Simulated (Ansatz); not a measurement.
# Ag: the cost of one run

Program: Ansatz 0.2.0. Level of theory: DFT PBEsol, scalar-relativistic, plane waves, PAW. These are calculated values, not measurements.

### 1 The starting structure

It takes space group Fm-3m (No. 225, cubic). The conventional cell has a = 4.086 Å, b = 4.086 Å, c = 4.086 Å, α = 90.00°, β = 90.00°, γ = 90.00°. Ag (site symmetry m-3m) has 12 Ag at 2.89 Å in its first shell of neighbours.

As a file:

```
Ag
1.0
     0.00000   -2.04310   -2.04310
     0.00000    2.04310   -2.04310
     4.08620    0.00000    0.00000
Ag
2
Direct
  0.50000 0.50000 0.50000
  0.00000 0.00000 0.00000
```

The cell is taken as given, not relaxed at this level.

### 2 The reference: the undisturbed cell on the scan's mesh

Input file input.yaml:

```yaml
crystal:
  lattice:
    - [0.0, -2.0431, -2.0431]
    - [0.0, 2.0431, -2.0431]
    - [4.0862, 0.0, 0.0]
  atoms:
    - { symbol: Ag, position: [0.5, 0.5, 0.5] }
    - { symbol: Ag, position: [0.0, 0.0, 0.0] }
basis:
  ecutwfc: 420
kpoints:
  mp_grid: { grid: [16, 16, 12] }
hamiltonian:
  xc: pbesol
scf:
  occupations: { method: gaussian, width: 0.15 }
output:
  forces: true
  stress: true
  eigenvalues: true
```

Launch:

```
ansatz run input.yaml --threads 2 --pin off --max-ram 5120MiB --backend cpu --events-out ev --progress --plain --runs-dir out
```

Q: Estimate wall time and peak memory on 2 threads of Arm Neoverse V2, shared host.

About 4.1 s, with a peak of 0.44 GiB.
